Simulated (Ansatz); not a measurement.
The system is LaBi.

```
Bi La
1.0
     0.00000    3.28250    3.28250
     3.28250    0.00000    3.28250
     3.28250    3.28250    0.00000
Bi La
1 1
Direct
  0.50000 0.50000 0.50000
  0.00000 0.00000 0.00000
```

| Property | Result |
| --- | --- |
| Program | Ansatz 0.2.0 |
| Task | relaxation of cell and atoms |
| Functional | PBE |
| Potentials or basis | all-electron LAPW, scalar-relativistic |
| Basis error allowed | 0.001 eV/atom |
| k mesh | 7 × 7 × 7 |
| Occupations | fermi-dirac, width 0.05 eV |
| Spin | no spin polarisation |

At the start: volume 35.37 Å³/atom.

Task: How do energy, volume and symmetry change on relaxing?

Result: Over 5 steps the energy falls by 10.9 meV/atom and the volume is 36.96 Å³/atom (+4.5 %); space group Fm-3m (No. 225, to 0.05 Å).

The path:
```csv
step,energy change (eV),largest force (eV/Å),volume (Å³)
1,0.0000,0.0000,70.74
2,-0.0153,0.0000,75.78
3,-0.0219,0.0000,74.05
4,-0.0219,0.0000,73.91
5,-0.0219,0.0000,73.91
```

Final structure:
```
CELL_PARAMETERS angstrom
0.00000 3.33090 3.33090
3.33090 0.00000 3.33090
3.33090 3.33090 0.00000
ATOMIC_POSITIONS crystal
Bi 0.50000 0.50000 0.50000
La 0.00000 0.00000 0.00000
```
